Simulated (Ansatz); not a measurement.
# Al6Hg: the cost of one run

Method: DFT PBE, scalar-relativistic, plane waves, PAW, in Ansatz 0.2.0.

2 further runs of the same task are left out: 1 that didn't finish, 1 set aside as unsound or not needed.

### Step 1. Starting point

Symmetry: Pm-3m, No. 221, cubic system. Conventional cell: a = 4.889 Å, b = 4.889 Å, c = 4.889 Å, α = 90.00°, β = 90.00°, γ = 90.00°. Al (site symmetry 4mm) is surrounded by 5 Al at 1.94 to 2.08 Å. Around Hg (site symmetry m-3m) lie 24 Al at 3.59 Å.

Structure file:

```xyz
7
Lattice="4.8894 0.0000 0.0000 0.0000 4.8894 0.0000 0.0000 0.0000 4.8894" Properties=species:S:1:pos:R:3 pbc="T T T"
Al    0.9706    2.4447    2.4447
Al    2.4447    3.9188    2.4447
Al    2.4447    0.9706    2.4447
Al    3.9188    2.4447    2.4447
Al    2.4447    2.4447    0.9706
Al    2.4447    2.4447    3.9188
Hg    0.0000    0.0000    0.0000
```

The cell is invented: species swapped into a database cell of TmB6 (Pm-3m, No. 221), with Hg on the Tm sites and Al on the B sites. The dimensions are guesses.

### Step 2. A first look at the guess

input.yaml reads:

```yaml
crystal:
  lattice:
    - [4.8894473, 0.0, 0.0]
    - [0.0, 4.8894473, 0.0]
    - [0.0, 0.0, 4.8894473]
  atoms:
    - { symbol: Al, position: [0.198512, 0.5, 0.5] }
    - { symbol: Al, position: [0.5, 0.801488, 0.5] }
    - { symbol: Al, position: [0.5, 0.198512, 0.5] }
    - { symbol: Al, position: [0.801488, 0.5, 0.5] }
    - { symbol: Al, position: [0.5, 0.5, 0.198512] }
    - { symbol: Al, position: [0.5, 0.5, 0.801488] }
    - { symbol: Hg, position: [0.0, 0.0, 0.0] }
basis:
  ecutwfc: 420
kpoints:
  mp_grid: { grid: [4, 4, 4] }
hamiltonian:
  xc: pbe
scf:
  occupations: { method: gaussian, width: 0.1 }
  lower_state_search: "off"
output:
  forces: true
  stress: true
  eigenvalues: true
```

Launch:

```sh
$ ansatz run input.yaml --threads 1 --pin off --max-ram 2048MiB --backend cpu --events-out ev --progress --plain --runs-dir out
```

**Question.** How long does this run take on 1 thread of Intel Xeon 6975P-C (Granite Rapids), shared host, and how much memory does it need?

About 1.6 s, with a peak of 0.4 GiB.
